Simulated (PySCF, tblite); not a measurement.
# C₄H₁₂GeO: geometry, infrared bands, NMR shifts, spin-spin couplings and electronic excitations, part 1 of 2

What infrared bands, NMR shifts, spin-spin couplings and electronic excitations should C₄H₁₂GeO (`CC[O][GeH2][CH2]C`) show?

Computed with tblite 0.8.0 and PySCF 2.14.0, with density-fitted response routines of our own, on a single molecule in the gas phase. Atoms are numbered from 0 throughout.

## (1) Starting geometry

18 atoms, charge 0, multiplicity 1; geometry from: force field or distance geometry start.

Bonds of the start (Å): C0–C1 1.50, C1–O2 1.42, O2–Ge3 1.77, Ge3–C4 1.93, C4–C5 1.52, C0–H6 1.10, C0–H7 1.11, C0–H8 1.11, C1–H9 1.10, C1–H10 1.11, Ge3–H11 1.58, Ge3–H12 1.55, C4–H13 1.14, C4–H14 1.11, C5–H15 1.11, C5–H16 1.10, C5–H17 1.11.

## (2) Relaxing the molecule with GFN2-xTB

Job settings and geometry (Å):

```
{"job": {"kind": "relax", "xc": "GFN2-xTB", "basis": "xTB"}, "charge": 0, "multiplicity": 1}
C     -3.336000    -0.004200     0.716400
C     -2.031600    -0.190200    -0.005700
O     -0.983000     0.566200     0.571700
Ge     0.448700     0.212300    -0.409100
C      2.119600     0.656000     0.447900
C      3.187400    -0.391700     0.172900
H     -3.279400    -0.450600     1.716100
H     -4.102400    -0.572900     0.146500
H     -3.689400     1.047100     0.734900
H     -2.166500     0.178700    -1.034000
H     -1.790900    -1.276000    -0.049500
H      0.395800    -1.310800    -0.807500
H      0.318600     0.984100    -1.745100
H      2.485600     1.608300    -0.050600
H      2.046700     0.847000     1.537100
H      2.752100    -1.405800     0.284500
H      3.538000    -0.216700    -0.856400
H      4.078000    -0.274500     0.823900
```

Started as:

```console
$ OMP_NUM_THREADS=1 python probes_run.py task.json out
```

This one command runs all jobs of the session in turn.

Standard output:

```text
step      E/eV     max force
  0    -562.19752    1.889
  1    -562.32093    0.625
  2    -562.38127    0.599
  3    -562.41166    0.563
  4    -562.44124    0.356
  5    -562.45665    0.412
  6    -562.47203    0.370
  7    -562.48558    0.322
  8    -562.50125    0.264
  9    -562.51565    0.242
 10    -562.52744    0.235
 11    -562.53581    0.252
 12    -562.54333    0.231
 13    -562.55102    0.196
 14    -562.55754    0.164
 15    -562.56252    0.148
 16    -562.56723    0.176
 17    -562.57314    0.179
 18    -562.58084    0.215
 19    -562.58972    0.223
 20    -562.59888    0.257
 21    -562.60824    0.245
 22    -562.61793    0.241
 23    -562.62635    0.226
 24    -562.63255    0.175
 25    -562.63787    0.182
 26    -562.64316    0.196
 27    -562.64930    0.256
 28    -562.65620    0.208
 29    -562.66262    0.193
 30    -562.66787    0.163
 31    -562.67168    0.180
 32    -562.67444    0.165
 33    -562.67634    0.114
 34    -562.67755    0.104
 35    -562.67855    0.096
 36    -562.67972    0.113
 37    -562.68124    0.105
 38    -562.68335    0.084
 39    -562.68449    0.088
 40    -562.68588    0.101
 41    -562.68723    0.098
 42    -562.68877    0.108
 43    -562.69027    0.105
 44    -562.69172    0.117
 45    -562.69292    0.093
 46    -562.69394    0.073
 47    -562.69494    0.080
 48    -562.69590    0.064
 49    -562.69658    0.054
 50    -562.69700    0.038
 51    -562.69732    0.041
 52    -562.69772    0.061
 53    -562.69825    0.073
 54    -562.69889    0.064
 55    -562.69958    0.054
 56    -562.70033    0.064
 57    -562.70111    0.090
 58    -562.70188    0.087
 59    -562.70258    0.055
 60    -562.70322    0.062
 61    -562.70385    0.067
 62    -562.70449    0.066
 63    -562.70511    0.053
 64    -562.70566    0.060
 65    -562.70609    0.044
 66    -562.70643    0.044
 67    -562.70671    0.041
 68    -562.70694    0.040
 69    -562.70721    0.047
 70    -562.70758    0.059
 71    -562.70795    0.055
 72    -562.70821    0.035
 73    -562.70840    0.030
 74    -562.70857    0.031
 75    -562.70872    0.034
 76    -562.70884    0.027
 77    -562.70892    0.024
 78    -562.70900    0.023
 79    -562.70910    0.031
 80    -562.70919    0.026
 81    -562.70926    0.015
 82    -562.70931    0.015
 83    -562.70936    0.017
 84    -562.70941    0.020
 85    -562.70946    0.015
 86    -562.70950    0.014
 87    -562.70954    0.015
 88    -562.70958    0.021
 89    -562.70965    0.026
 90    -562.70975    0.024
 91    -562.70983    0.016
 92    -562.70988    0.013
 93    -562.70992    0.014
 94    -562.70996    0.013
 95    -562.71000    0.015
 96    -562.71004    0.015
 97    -562.71009    0.017
 98    -562.71014    0.019
 99    -562.71022    0.019
100    -562.71032    0.024
101    -562.71046    0.023
102    -562.71060    0.024
103    -562.71073    0.026
104    -562.71087    0.028
105    -562.71105    0.031
106    -562.71136    0.053
107    -562.71188    0.076
108    -562.71261    0.084
109    -562.71349    0.081
110    -562.71397    0.094
111    -562.71491    0.092
112    -562.71564    0.081
113    -562.71698    0.069
114    -562.71744    0.054
115    -562.71776    0.041
116    -562.71797    0.039
117    -562.71820    0.035
118    -562.71847    0.049
119    -562.71864    0.037
120    -562.71875    0.018
121    -562.71883    0.017
122    -562.71889    0.020
123    -562.71894    0.023
124    -562.71900    0.021
125    -562.71907    0.018
126    -562.71918    0.023
127    -562.71925    0.024
128    -562.71939    0.023
129    -562.71958    0.027
130    -562.71985    0.032
131    -562.72015    0.036
132    -562.72038    0.032
133    -562.72043    0.047
134    -562.72067    0.035
135    -562.72081    0.025
136    -562.72102    0.027
137    -562.72120    0.029
138    -562.72138    0.024
139    -562.72152    0.024
140    -562.72161    0.025
141    -562.72167    0.021
142    -562.72175    0.019
143    -562.72183    0.016
144    -562.72189    0.016
145    -562.72195    0.016
146    -562.72199    0.018
147    -562.72205    0.019
148    -562.72211    0.021
149    -562.72220    0.031
150    -562.72232    0.036
151    -562.72248    0.033
152    -562.72262    0.026
153    -562.72273    0.021
154    -562.72282    0.023
155    -562.72290    0.026
156    -562.72302    0.028
157    -562.72316    0.026
158    -562.72331    0.027
159    -562.72346    0.030
160    -562.72362    0.030
161    -562.72376    0.027
162    -562.72388    0.023
163    -562.72397    0.022
164    -562.72403    0.014
165    -562.72407    0.015
166    -562.72411    0.013
167    -562.72413    0.011
168    -562.72415    0.009
```

Wall time 0.78 s (1 thread of Arm Neoverse V2, shared host); peak memory 0.18 GiB.

Along the way: (not every step is listed)

| step | energy from step 0 (eV) | largest force (eV/Å) |
| --- | --- | --- |
| 0 | 0.0000 | 1.8886 |
| 1 | -0.1234 | 0.6250 |
| 2 | -0.1837 | 0.5992 |
| 3 | -0.2141 | 0.5634 |
| 4 | -0.2437 | 0.3562 |
| 5 | -0.2591 | 0.4123 |
| 6 | -0.2745 | 0.3697 |
| 7 | -0.2881 | 0.3215 |
| 8 | -0.3037 | 0.2640 |
| 23 | -0.4288 | 0.2259 |
| 38 | -0.4858 | 0.0840 |
| 53 | -0.5007 | 0.0732 |
| 68 | -0.5094 | 0.0395 |
| 83 | -0.5118 | 0.0167 |
| 98 | -0.5126 | 0.0188 |
| 113 | -0.5195 | 0.0689 |
| 128 | -0.5219 | 0.0227 |
| 143 | -0.5243 | 0.0158 |
| 158 | -0.5258 | 0.0273 |
| 163 | -0.5264 | 0.0225 |
| 164 | -0.5265 | 0.0142 |
| 165 | -0.5265 | 0.0154 |
| 166 | -0.5266 | 0.0128 |
| 167 | -0.5266 | 0.0107 |
| 168 | -0.5266 | 0.0092 |

Close pairs (by a distance rule), those that changed most:

| bond | before (Å) | after (Å) | change (Å) |
| --- | --- | --- | --- |
| Ge3–H11 | 1.575 | 1.521 | -0.054 |
| Ge3–C4 | 1.930 | 1.975 | +0.046 |
| C4–H13 | 1.135 | 1.092 | -0.044 |
| Ge3–H12 | 1.548 | 1.521 | -0.028 |
| C0–H7 | 1.112 | 1.087 | -0.025 |
| C0–H8 | 1.109 | 1.087 | -0.022 |
| C5–H15 | 1.109 | 1.088 | -0.021 |
| C5–H17 | 1.109 | 1.089 | -0.020 |

The final coordinates are the input of the step that follows.

## (3) Harmonic vibrations with GFN2-xTB

Job settings and geometry (Å):

```
{"job": {"kind": "ir", "xc": "GFN2-xTB", "basis": "xTB"}, "charge": 0, "multiplicity": 1}
C     -3.219181     0.201601     0.861708
C     -2.257652    -0.107119    -0.275915
O     -0.942096     0.183796     0.148784
Ge     0.545794    -0.332280    -0.633817
C      1.934769     0.372490     0.580953
C      3.355014    -0.009709     0.184623
H     -2.978560    -0.413251     1.725186
H     -4.240995    -0.000075     0.551152
H     -3.130308     1.246488     1.147029
H     -2.506468     0.500841    -1.154788
H     -2.346142    -1.162854    -0.562176
H      0.500663    -1.845592    -0.777404
H      0.585061     0.221476    -2.049384
H      1.837851     1.459303     0.610498
H      1.715005     0.009991     1.586668
H      3.475458    -1.091070     0.175903
H      3.588506     0.362379    -0.810943
H      4.074522     0.409903     0.885988
```

Standard output:

```text
mode    cm-1     km/mol
  1      23.2      0.92
  2      35.1      0.23
  3      62.7      1.12
  4      75.8      3.45
  5     180.7      3.54
  6     204.6      0.35
  7     218.0      0.61
  8     259.2      2.84
  9     308.6     11.90
 10     416.8     46.22
 11     559.7    142.50
 12     564.6     51.47
 13     585.7     39.94
 14     688.8    236.49
 15     729.1     60.62
 16     830.4      2.43
 17     844.2    229.83
 18     939.3     57.79
 19     966.0     19.22
 20    1006.7     10.40
 21    1069.8     30.44
 22    1079.6     42.65
 23    1116.4    107.11
 24    1146.1     11.32
 25    1221.5      5.87
 26    1252.6      4.73
 27    1262.8      1.03
 28    1340.9     12.48
 29    1398.2      8.36
 30    1413.2      1.06
 31    1453.8      0.46
 32    1476.3      2.89
 33    1491.0      2.06
 34    1496.2      2.13
 35    1502.5      4.22
 36    1502.9      2.06
 37    1826.4    253.70
 38    1873.2    622.06
 39    2869.6     66.86
 40    2896.8     58.88
 41    2954.9     31.36
 42    2968.2     26.46
 43    3014.2     48.56
 44    3020.7     46.09
 45    3028.0     21.45
 46    3038.8     31.66
 47    3043.2     31.35
 48    3048.2     23.19
```

Wall time 0.42 s (1 thread of Arm Neoverse V2, shared host); peak memory 0.18 GiB.

Which atoms move in the most intense modes:

| cm⁻¹ | km/mol | atoms |
| --- | --- | --- |
| 560 | 142.5 | O2 46 %, Ge3 15 % |
| 689 | 236.5 | H11 45 %, H12 41 % |
| 729 | 60.6 | H13 27 %, H14 27 %, C4 18 % |
| 844 | 229.8 | H11 50 %, H12 48 % |
| 1116 | 107.1 | C1 35 %, O2 16 %, H7 15 %, C0 12 % |
| 1826 | 253.7 | H11 50 %, H12 49 % |
| 1873 | 622.1 | H12 50 %, H11 48 % |
| 2870 | 66.9 | H10 57 %, H9 34 % |

## (4) Relaxing the molecule at PBE0-D3(BJ)/def2-SVP

Job settings and geometry (Å):

```
{"job": {"xc": "PBE0", "basis": "def2-SVP", "d3": "d3bj", "grid": 1, "shake": 0.01, "kind": "geom"}, "charge": 0, "multiplicity": 1}
C     -3.198770     0.176040     0.865890
C     -2.263330    -0.111650    -0.278070
O     -0.962300     0.181480     0.140130
Ge     0.579020    -0.330020    -0.637340
C      1.931960     0.365810     0.570400
C      3.351110    -0.004890     0.182240
H     -2.968980    -0.415250     1.725430
H     -4.225540     0.005380     0.546100
H     -3.132140     1.251890     1.166380
H     -2.509160     0.498410    -1.144760
H     -2.355010    -1.165770    -0.553350
H      0.506470    -1.844680    -0.770700
H      0.556780     0.231690    -2.058980
H      1.821160     1.462070     0.617500
H      1.710560    -0.000770     1.586930
H      3.474930    -1.077010     0.183380
H      3.590440     0.373500    -0.813000
H      4.065260     0.415740     0.891810
```

Standard output:

```text
step   0  E = -2310.91910497  max force = 0.030274
step   1  E = -2310.92361358  max force = 0.009816
step   2  E = -2310.92420858  max force = 0.001831
step   3  E = -2310.92431351  max force = 0.000957
step   4  E = -2310.92434900  max force = 0.001140
step   5  E = -2310.92436305  max force = 0.000427
optimisation converged
```

Wall time 64 s (1 thread of Arm Neoverse V2, shared host); peak memory 0.64 GiB.

Relaxation path:

| step | energy from step 0 (eV) | largest force component (eV/Å) |
| --- | --- | --- |
| 0 | 0.0000 | 1.5568 |
| 1 | -0.1227 | 0.5048 |
| 2 | -0.1389 | 0.0942 |
| 3 | -0.1417 | 0.0492 |
| 4 | -0.1427 | 0.0586 |
| 5 | -0.1431 | 0.0220 |

Distances of close pairs at the start and the end, largest changes first:

| bond | before (Å) | after (Å) | change (Å) |
| --- | --- | --- | --- |
| C0–H6 | 1.068 | 1.100 | +0.032 |
| Ge3–H11 | 1.522 | 1.549 | +0.026 |
| C5–H15 | 1.079 | 1.102 | +0.023 |
| C1–H9 | 1.088 | 1.110 | +0.022 |
| Ge3–H12 | 1.529 | 1.548 | +0.020 |
| C0–H8 | 1.119 | 1.100 | -0.019 |
| C1–H10 | 1.093 | 1.110 | +0.017 |
| O2–Ge3 | 1.800 | 1.786 | -0.014 |

The final coordinates are the input of the step that follows.

| at the end point | value |
| --- | --- |
| point group (found at 0.08 Å tolerance) | C1 |
| rotational constants (GHz, main isotopes) | 8.139, 0.974, 0.901 |
| dipole moment (D) | 0.86 |

## (5) NMR shieldings: PBE0/pcSseg-1

Job settings and geometry (Å):

```
{"job": {"kind": "nmr", "xc": "PBE0", "basis": "pcSseg-1"}, "charge": 0, "multiplicity": 1}
C     -3.745009     0.688061     1.448939
C     -2.787385     0.255372     0.361839
O     -1.475429     0.558888     0.756089
Ge    -0.085494     0.044955    -0.241181
C      1.498955     0.609824     0.736463
C      2.799298     0.143275     0.092717
H     -3.526089     0.154790     2.386058
H     -4.787546     0.481575     1.162078
H     -3.641470     1.766670     1.640038
H     -3.043701     0.767607    -0.588569
H     -2.905881    -0.832070     0.172659
H     -0.149928    -1.492802    -0.413612
H     -0.197580     0.717121    -1.631671
H      1.462574     1.708253     0.813350
H      1.396840     0.222162     1.762793
H      2.849543    -0.955146     0.023455
H      2.914873     0.539346    -0.929094
H      3.677854     0.473601     0.668801
```

Method: GIAO PBE0/pcSseg-1 NMR shielding, non-relativistic, gas phase.

Standard output:

```text
coarse grid: 62984 points
cycle   1  E = -2310.9466031825  dE = -3.451e-01  |g| = 1.126e+00  |ddm| = 3.616e+00
cycle   2  E = -2310.6812829965  dE =  2.653e-01  |g| = 1.604e+00  |ddm| = 1.904e+00
cycle   3  E = -2311.0829231682  dE = -4.016e-01  |g| = 2.863e-01  |ddm| = 1.484e+00
cycle   4  E = -2311.0968075533  dE = -1.388e-02  |g| = 7.649e-02  |ddm| = 2.322e-01
cycle   5  E = -2311.0976433379  dE = -8.358e-04  |g| = 1.305e-02  |ddm| = 6.349e-02
cycle   6  E = -2311.0976817136  dE = -3.838e-05  |g| = 4.076e-03  |ddm| = 1.480e-02
cycle   7  E = -2311.0976853633  dE = -3.650e-06  |g| = 7.587e-04  |ddm| = 3.358e-03
final grid: 133544 points
cycle   8  E = -2311.0976887583  dE = -1.013e-08  |g| = 8.433e-04  |ddm| = 1.944e-03
cycle   9  E = -2311.0976886831  dE =  7.515e-08  |g| = 1.063e-03  |ddm| = 1.631e-03
cycle  10  E = -2311.0976889137  dE = -2.306e-07  |g| = 1.202e-04  |ddm| = 8.764e-04
cycle  11  E = -2311.0976889164  dE = -2.678e-09  |g| = 2.796e-05  |ddm| = 9.726e-05
cycle  12  E = -2311.0976889165  dE = -1.191e-10  |g| = 3.168e-06  |ddm| = 2.338e-05
converged SCF energy = -2311.0976889165

GIAO shielding tensors (ppm)
atom      isotropic    diamagn.    paramagn.     s11        s22        s33       span
  0 C      163.707     245.320     -81.613    145.741    161.588    183.791     38.049
  1 C      119.523     242.230    -122.707     89.939    101.744    166.887     76.948
  2 O      302.605     406.051    -103.446    285.391    296.989    325.435     40.043
  3 Ge    1330.502    2759.342   -1428.840   1198.549   1284.223   1508.733    310.183
  4 C      176.003     253.511     -77.508    163.214    175.192    189.604     26.390
  5 C      176.548     245.397     -68.849    169.700    172.006    187.937     18.237
  6 H       29.931      28.586       1.345     26.247     28.476     35.069      8.823
  7 H       30.387      25.283       5.104     26.487     27.370     37.303     10.815
  8 H       29.916      28.160       1.756     26.250     28.397     35.102      8.852
  9 H       27.654      30.236      -2.583     22.218     27.713     33.030     10.812
 10 H       27.730      30.758      -3.027     22.256     28.009     32.926     10.670
 11 H       26.425      31.195      -4.770     20.283     22.598     36.395     16.111
 12 H       26.343      31.004      -4.661     20.140     22.355     36.536     16.396
 13 H       30.155      32.069      -1.914     24.657     29.452     36.355     11.697
 14 H       30.203      32.487      -2.284     24.572     29.696     36.341     11.769
 15 H       30.376      29.483       0.892     25.300     28.877     36.950     11.650
 16 H       30.408      29.236       1.172     25.350     28.807     37.066     11.716
 17 H       29.923      26.715       3.208     24.836     27.014     37.918     13.081
```

It took 29 s on 1 thread of Arm Neoverse V2, shared host; peak memory 1 GiB.

Shifts follow as δ = σ(reference) − σ, with reference shieldings (ppm) from runs at the same level and on the same kind of geometry: 1H TMS 31.27, 13C TMS 184.4, 17O H2O 334.6, 73Ge GeMe4 1330. The references are single molecules in the gas phase, so shifts against H2O, NH3, PH3, H3PO4 or CFCl3 are not on the usual liquid scales and can be off by tens of ppm. Atoms listed in one row are averaged.

| atoms | environment | σ (ppm) | δ (ppm) |
| --- | --- | --- | --- |
| C1 | sp3 CH2 bonded to O | 119.5 | 64.9 |
| C0 | methyl carbon | 163.7 | 20.7 |
| C4 | sp3 CH2 bonded to Ge | 176.0 | 8.4 |
| C5 | methyl carbon | 176.5 | 7.9 |
| H11, H12 | hydrogen on a germanium bonded to C, O | 26.38 | 4.88 |
| H9, H10 | hydrogen on an sp3 CH2 bonded to O | 27.69 | 3.57 |
| H6, H7, H8 | hydrogen on a methyl carbon | 30.08 | 1.19 |
| H13, H14 | hydrogen on an sp3 CH2 bonded to Ge | 30.18 | 1.09 |
| H15, H16, H17 | hydrogen on a methyl carbon | 30.24 | 1.03 |
| O2 | oxygen bonded to C, Ge | 302.6 | 32.0 |
| Ge3 | germanium bonded to C, O, 2 H | 1331 | 0 |

Charges from the same density, by scheme (e):

| atoms | Mulliken | IAO | Hirshfeld | ESP fit |
| --- | --- | --- | --- | --- |
| C0 | -0.29 | -0.41 | -0.12 | -0.47 |
| C1 | 0.03 | -0.03 | 0.00 | 0.53 |
| O2 | -0.72 | -0.62 | -0.25 | -0.55 |
| Ge3 | 0.67 | 0.85 | 0.41 | 0.45 |
| C4 | -0.53 | -0.50 | -0.14 | 0.04 |
| C5 | -0.29 | -0.40 | -0.11 | -0.30 |

Mayer bond orders: C0–C1 1.07, C1–O2 0.91, O2–Ge3 0.80, Ge3–C4 0.97, C4–C5 1.03.

Orbitals, density, ELF and potential are computed afterwards from the orbital file.

Frontier orbitals at PBE0/pcSseg-1, with the share of their density that lies nearest to each atom:

| orbital | energy (eV) | lies on |
| --- | --- | --- |
| HOMO | -7.49 | O2 60 %; H9, H10 about 10 % each; H11, H12 about 6 % each |
| LUMO | 0.74 | Ge3 18 %; H11, H12 about 13 % each; O2 10 % |

ELF in a plane through or near 8 of the atoms.

Ten even steps from ' ' (0.00) to '@' (1.00):
```
                                                        
                                                        
                                                        
                                                        
                  ....                                  
        --**::    --++--              ....              
      --@@@@@@....**##++..    ==--    --==--..          
      ##@@@@@@==--++++++..  --####    ++**==::..        
      **@@@@@@**%%..==**==  ++%%%%::::==++++%%%%++      
      ::**%%**--##**==%%==::**++++++**##::%%@@@@@@      
          --++::++==##::++==::####--==%%**@@@@@@@@      
          --****--  --::**##..==----..--::==@@@@**      
          ::==--..  ....--::......++**--    ::--        
            ....      ::::::::    ----..                
                      ::::::..                          
                        ....                            
                                                        
                                                        
                                                        
                                                        
```
The map spans 13.8 Å across and 8.5 Å up, centred on the molecule. Atoms in the plane (x, y in Å): C0 (3.3, 0.6), C1 (2.2, -0.5), O2 (1.0, 0.2), Ge3 (-0.6, -0.7), C4 (-2.0, 0.7), C5 (-3.4, 0.1), H7 (4.3, 0.1), H17 (-4.1, 0.9).

On the surface of density 0.002 e/bohr³ the electrostatic potential runs, from the 1st to the 99th percentile, from -1.50 V near O2 to 0.84 V near H11.

(Continued in part 2 of 2.)
